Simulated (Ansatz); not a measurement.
**Si2H6O4: up Jacob's ladder to CCSD(T)**

The task here is to estimate one member of a computed series from the others.

The runs use Ansatz 0.2.0, Gaussian basis; functionals in def2-TZVPP, the program's frozen cores in correlated methods.

Plan: PBE-D4, r2SCAN-D4, PBE0-D4, B3LYP-D4, ωB97X-V, ωB97M-V, B2PLYP; CCSD(T)/def2-TZVPP; MP2/def2-QZVPP; extrapolation to the limit.

## The geometry

The geometry comes from an earlier relaxation with PBE0-D4 in a triple-zeta def2 set; it is a stationary point, not always the lowest conformer.

SMILES `O[SiH2]O[SiH](O)O`, 12 atoms, charge 0, spin multiplicity 1.

Atoms are counted from 1 here; the program's logs count them from 0.

Bond lengths: O1–Si2 1.634 Å, O1–H7 0.963 Å, Si2–O3 1.647 Å, Si2–H8 1.485 Å, Si2–H9 1.478 Å, O3–Si4 1.619 Å, Si4–O5 1.634 Å, Si4–O6 1.643 Å, Si4–H10 1.476 Å, O5–H11 0.958 Å, O6–H12 0.958 Å. Angles: Si2–O1–H7 115.0°, O1–Si2–O3 110.4°, O1–Si2–H8 111.8°, O1–Si2–H9 107.4°, O3–Si2–H8 107.5°, O3–Si2–H9 108.7°, H8–Si2–H9 111.0°, Si2–O3–Si4 136.2°, O3–Si4–O5 113.7°, O3–Si4–O6 106.1°, O3–Si4–H10 108.3°, O5–Si4–O6 105.9°, O5–Si4–H10 110.2°, O6–Si4–H10 112.6°, Si4–O5–H11 118.7°, Si4–O6–H12 117.1°.

Set-up of the first run:

in.yaml

```yaml
crystal:
  periodic: [false, false, false]
  atoms:
    - {symbol: O, position_ang: [-1.342269, 1.495092, -1.262419]}
    - {symbol: Si, position_ang: [0.138090, 1.758127, -0.621933]}
    - {symbol: O, position_ang: [0.887162, 0.327238, -0.299574]}
    - {symbol: Si, position_ang: [0.431032, -1.145720, 0.192825]}
    - {symbol: O, position_ang: [0.822325, -1.470799, 1.745141]}
    - {symbol: O, position_ang: [-1.210875, -1.159647, 0.131448]}
    - {symbol: H, position_ang: [-1.829566, 0.761733, -0.872592]}
    - {symbol: H, position_ang: [0.061921, 2.518626, 0.650909]}
    - {symbol: H, position_ang: [0.930452, 2.492274, -1.630230]}
    - {symbol: H, position_ang: [1.040632, -2.144107, -0.707375]}
    - {symbol: H, position_ang: [1.735925, -1.663200, 1.958810]}
    - {symbol: H, position_ang: [-1.664849, -1.769627, 0.714990]}
basis:
  gaussian: {orbitals: def2-TZVPP}
hamiltonian: {xc: pbe, dispersion: d4}
output: {forces: true, orbitals: {seedname: orbitals}}
```

Started as:

```sh
ansatz run in.yaml --threads 2 --pin off --events-out ev --progress --plain --max-ram 32768MiB --backend cuda --devices 0, --max-vram 18GiB
```

Steps of the session up to this table: PBE-D4 (GGA); r2SCAN-D4 (meta-GGA); PBE0-D4 (hybrid); B3LYP-D4 (hybrid); ωB97X-V (range-separated); ωB97M-V (range-separated); B2PLYP (double hybrid); CCSD(T) in def2-TZVPP; MP2 in def2-QZVPP.

One table of the session follows, with a row left open; its other results are not shown here.

| method | atomisation energy (kJ/mol) |
| --- | --- |
| PBE-D4 | 4745.3 |
| r2SCAN-D4 | 4733.3 |
| PBE0-D4 | 4649.1 |
| B3LYP-D4 | 4703.2 |
| ωB97X-V | 4744.7 |
| ωB97M-V | 4749.3 |
| B2PLYP | 4678.6 |
| HF/def2-TZVPP | ? |
| MP2/def2-TZVPP | 4745.8 |
| CCSD/def2-TZVPP | 4551.0 |
| CCSD(T)/def2-TZVPP | 4618.5 |
| MP2/CBS | 4899.9 |
| CCSD(T)/CBS | 4772.7 |

Q: Estimate the row for HF/def2-TZVPP from the others.

As computed: atomisation energy (kJ/mol): 3396.8. In the column «atomisation energy (kJ/mol)» it is the lowest.
